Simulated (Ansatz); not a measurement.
Predict the output of the script below (Ansatz 0.2.0 through its Python package).

The script, `clfgah_freq.py`:
```python
import itertools
import warnings

import ansatz as az
from ase import Atoms
from ase.data import atomic_numbers, covalent_radii
from ase.thermochemistry import IdealGasThermo
import numpy as np


def main() -> None:
    warnings.simplefilter("ignore", az.DeckWarning)

    geometry_ang = [
        ("F", (-1.7519, -0.1453, 0.4091)),
        ("Ga", (-0.014, 0.1136, -0.2553)),
        ("Cl", (0.9445, -1.5031, 0.4127)),
        ("H", (0.877, 1.4745, -0.5868)),
    ]
    molecule = az.Crystal.molecule()
    for symbol, xyz in geometry_ang:
        molecule = molecule.atom(symbol, xyz)

    job = (
        molecule.calculation()
        .basis(gaussian="def2-SVP")
        .functional("cam_b3lyp")
    )
    symbols = [site.symbol for site in molecule.cartesian_sites]
    start = np.array([site.position_ang for site in molecule.cartesian_sites], dtype=float)
    rep = job.relax(force_tolerance=0.003).run().report
    end = np.array(rep["positions_ang"])

    radius = [covalent_radii[atomic_numbers[s]] for s in symbols]
    span = lambda where, i, j: np.linalg.norm(where[i] - where[j])
    bonded = [(i, j) for i, j in itertools.combinations(range(len(symbols)), 2) if min(span(start, i, j), span(end, i, j)) < 1.2 * (radius[i] + radius[j])]
    print("pair        before    after (A)")
    for i, j in bonded:
        print(f"{symbols[i]}{i}-{symbols[j]}{j}".ljust(10), f"{span(start, i, j):8.4f} {span(end, i, j):8.4f}")

    minimum = az.Crystal.molecule()
    for symbol, place in zip(symbols, end):
        minimum = minimum.atom(symbol, place.tolist())
    vibrating = (
        minimum.calculation()
        .basis(gaussian="def2-SVP")
        .functional("cam_b3lyp")
        .phonons(temperatures=(200, 600, 100))
    )
    vib = vibrating.run().report["vibrations"]
    sums = vib["harmonic_sums"]
    modes = [m["omega_inv_cm"] for m in sums["modes_at_gamma"] if m["rigid_motion"] == "no"]
    for number, w in enumerate(modes, start=1):
        print(f"mode {number:2d} {w:9.1f} 1/cm {w / 8065.544 * 1000:8.2f} meV")
    print("imaginary modes:", sum(w < 0 for w in modes), " zero-point energy:", round(sums["zero_point_energy_ev"], 4), "eV")
    gas = IdealGasThermo(vib_energies=[w / 8065.544 for w in modes if w > 0], geometry="linear" if len(modes) == 3 * len(symbols) - 5 else "nonlinear",
                         atoms=Atoms(symbols, positions=end), symmetrynumber=1, spin=0.0)
    print(f"H(298 K) - E = {gas.get_enthalpy(298.15, verbose=False):.4f} eV")
    print(f"S(298 K, 1 bar) = {96485.33 * gas.get_entropy(298.15, 1e5, verbose=False):.1f} J/(mol K) with symmetry number 1")

    heavier = vibrating.phonons(masses={"H": 2.014102}).run().report["vibrations"]["harmonic_sums"]
    print("deuterated (1/cm):", " ".join(f"{m['omega_inv_cm']:.0f}" for m in heavier["modes_at_gamma"] if m["rigid_motion"] == "no"))
    print("zero-point energy falls by", round(sums["zero_point_energy_ev"] - heavier["zero_point_energy_ev"], 4), "eV")


if __name__ == "__main__":
    main()
```

```console
$ python clfgah_freq.py
pair        before    after (A)
F0-Ga1       1.8785   1.7395
Ga1-Cl2      1.9947   2.1263
Ga1-H3       1.6601   1.5394
mode  1     179.6 1/cm    22.27 meV
mode  2     444.0 1/cm    55.06 meV
mode  3     465.9 1/cm    57.76 meV
mode  4     610.7 1/cm    75.71 meV
mode  5     731.9 1/cm    90.75 meV
mode  6    2097.2 1/cm   260.02 meV
imaginary modes: 0  zero-point energy: 0.2808 eV
H(298 K) - E = 0.4208 eV
S(298 K, 1 bar) = 293.8 J/(mol K) with symmetry number 1
deuterated (1/cm): 179 348 440 444 730 1494
zero-point energy falls by 0.0554 eV
```

The frequencies are harmonic and unscaled, in a modest basis. The result belongs to the one conformer reached from this start, and soft torsions count as harmonic oscillators. The entropy takes a symmetry number of 1; a symmetric molecule's is lower by R ln(sigma). Run time: 3 min on 1 thread of Arm Neoverse N1, on a shared host, peak memory 0.29 GiB.
